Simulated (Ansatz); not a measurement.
# NiMoIrPdW: density of states with PBE

NiMoIrPdW:

```
Ni Mo Pd Ir W
1.0
     4.14670    0.00000    0.00000
    -2.07335    3.59115    0.00000
     0.00000    0.00000    5.41629
Ni Mo Pd Ir W
1 1 1 1 1
Direct
  0.00000 0.00000 0.02221
  0.66667 0.33333 0.45996
  0.33333 0.66667 0.74601
  0.33333 0.66667 0.25641
  0.66667 0.33333 0.99985
```

The cell was built by a generator and needn't be a form met in nature.

- Program: Ansatz 0.2.0
- Task: density of states
- Functional: PBE
- Potentials or basis: all-electron PAW datasets made for the crystal
- Cutoff: 460 eV (chosen from the basis error)
- k mesh: 5 × 5 × 4
- Occupations: fermi-dirac, width 0.05 eV
- Spin: collinear spin, ferromagnetic start
- Starting moments: [1.0, 1.0, 0.0, 0.6, 0.0] μB

```json
{"Pressure": "0.1 GPa", "Largest force": "0.118 eV/Å", "Band gap on the k mesh": "none (metal or under the smearing width)", "Net moment": "0.00 μB per cell", "Absolute moment": "0.00 μB per cell"}
```

Forces in eV/Å, atoms in the order of the input:
```
Ni   0.000  0.000 -0.012
Mo   0.000  0.000 -0.118
Pd   0.000  0.000 -0.047
Ir   0.000  0.000  0.095
W    0.000  0.000  0.081
```

Stress tensor (GPa, compression positive):
```
-0.11  0.00  0.00
 0.00 -0.11  0.00
 0.00  0.00  0.39
```

Levels at points of the mesh, in eV from the Fermi level:
Spin up:
| k point | band 45 | band 46 | band 47 | band 48 | band 49 | band 50 |
| --- | --- | --- | --- | --- | --- | --- |
| (0.00, 0.00, 0.00) | -1.36 | -1.36 | -0.71 | 0.85 | 0.85 | 2.06 |
| (0.00, 0.00, -0.50) | -0.47 | -0.47 | -0.34 | 0.48 | 0.77 | 0.77 |
Spin down:
| k point | band 43 | band 44 | band 45 | band 46 | band 47 | band 48 | band 49 | band 50 | band 51 | band 52 |
| --- | --- | --- | --- | --- | --- | --- | --- | --- | --- | --- |
| (0.00, 0.00, 0.00) | -1.59 | -1.59 | -1.36 | -1.36 | -0.71 | 0.85 | 0.85 | 2.06 | 2.06 | 2.45 |
| (0.00, 0.00, -0.50) | -1.31 | -1.31 | -0.47 | -0.47 | -0.34 | 0.48 | 0.77 | 0.77 | 1.54 | 1.54 |

States per cell in windows of 1 eV (zero at the Fermi level; states under -8 eV left out):
```
from (eV)    up  down
     -8.0  0.28  0.28
     -7.0  0.58  0.58
     -6.0  2.03  2.03
     -5.0  3.60  3.60
     -4.0  4.16  4.16
     -3.0  3.71  3.71
     -2.0  3.79  3.79
     -1.0  2.40  2.40
      0.0  1.76  1.76
      1.0  2.62  2.62
      2.0  2.24  2.24
      3.0  0.81  0.81
      4.0  0.87  0.87
      5.0  0.64  0.64
      6.0  0.49  0.49
      7.0  0.71  0.71
```

Wall time 14 s on 8 threads of AMD EPYC 9R45 96-Core Processor (Zen 5), with other jobs on the host, peak memory 2.7 GiB.

Caveat: the k mesh is thin for a metal, which can move the energy by tens of meV per atom; the program warned that the printed levels may be off, so bands, gaps and densities of states are rough; the starting moments weren't kept. The run has no spin-orbit coupling, so splittings on Ir, W are missing.
